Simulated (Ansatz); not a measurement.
# C₂H₆O₂Si: basis-set convergence

The task here is to estimate one member of a computed series from the others.

Computed with Ansatz 0.2.0, Gaussian basis. Level: one geometry, several basis sets.

The runs, in order: PBE0-D4/def2-SVP; ωB97M-V/def2-SVP; PBE0-D4/def2-QZVPP; ωB97M-V/def2-QZVPP; the functionals' def2-TZVPP values are taken from earlier runs.

## Structure used throughout

An earlier PBE0-D4 in a triple-zeta def2 set relaxation fixed the geometry.

SMILES `CO[Si]OC`, 11 atoms, charge 0, spin multiplicity 1.

Atoms are counted from 1 here; the program's logs count them from 0.

Bond lengths: C1–O2 1.407 Å, C1–H6 1.094 Å, C1–H7 1.092 Å, C1–H8 1.093 Å, O2–Si3 1.642 Å, Si3–O4 1.642 Å, O4–C5 1.407 Å, C5–H9 1.092 Å, C5–H10 1.094 Å, C5–H11 1.093 Å. Angles: O2–C1–H6 110.5°, O2–C1–H7 108.7°, O2–C1–H8 111.9°, H6–C1–H7 108.3°, H6–C1–H8 108.8°, H7–C1–H8 108.5°, C1–O2–Si3 139.2°, O2–Si3–O4 108.4°, Si3–O4–C5 139.2°, O4–C5–H9 108.7°, O4–C5–H10 110.5°, O4–C5–H11 111.9°, H9–C5–H10 108.3°, H9–C5–H11 108.5°, H10–C5–H11 108.8°.

Geometry (Å):

```xyz
11
charge 0, multiplicity 1
C    -1.2950    0.8778   -0.6106
O    -1.2037    0.9442    0.7921
Si   -0.1767    0.5004    1.9943
O     1.0206   -0.4143    1.3409
C     1.3529   -1.0154    0.1126
H    -1.7631   -0.0609   -0.9205
H    -1.9179    1.7039   -0.9602
H    -0.3144    0.9572   -1.0873
H     1.9881   -1.8821    0.3078
H     1.9092   -0.3165   -0.5183
H     0.4655   -1.3513   -0.4304
```

The first run:

Input file in.yaml:

```yaml
crystal:
  periodic: [false, false, false]
  atoms:
    - {symbol: C, position_ang: [-1.295043, 0.877761, -0.610596]}
    - {symbol: O, position_ang: [-1.203744, 0.944249, 0.792088]}
    - {symbol: Si, position_ang: [-0.176699, 0.500355, 1.994339]}
    - {symbol: O, position_ang: [1.020644, -0.414345, 1.340882]}
    - {symbol: C, position_ang: [1.352881, -1.015439, 0.112627]}
    - {symbol: H, position_ang: [-1.763150, -0.060875, -0.920490]}
    - {symbol: H, position_ang: [-1.917940, 1.703878, -0.960160]}
    - {symbol: H, position_ang: [-0.314442, 0.957163, -1.087267]}
    - {symbol: H, position_ang: [1.988072, -1.882115, 0.307772]}
    - {symbol: H, position_ang: [1.909234, -0.316467, -0.518333]}
    - {symbol: H, position_ang: [0.465489, -1.351267, -0.430362]}
basis:
  gaussian: {orbitals: def2-SVP}
hamiltonian: {xc: pbe0, dispersion: d4}
output: {orbitals: {seedname: orbitals}}
```

Steps of the session up to this table: PBE0-D4 in def2-SVP; ωB97M-V in def2-SVP; PBE0-D4 in def2-QZVPP; ωB97M-V in def2-QZVPP.

One of the session's tables, all rows but one given; the rest of the session is left out.

| functional | basis | HOMO (eV) |
| --- | --- | --- |
| PBE0-D4 | def2-SVP | -6.77 |
| PBE0-D4 | def2-TZVPP | -6.93 |
| PBE0-D4 | def2-QZVPP | ? |
| ωB97M-V | def2-SVP | -8.90 |
| ωB97M-V | def2-TZVPP | -9.08 |
| ωB97M-V | def2-QZVPP | -9.12 |

Estimate the missing values for PBE0-D4, def2-QZVPP.

As computed: HOMO (eV): -6.97. In the column «HOMO (eV)» it lies between ωB97M-V, def2-SVP (-8.90) and PBE0-D4, def2-TZVPP (-6.93).
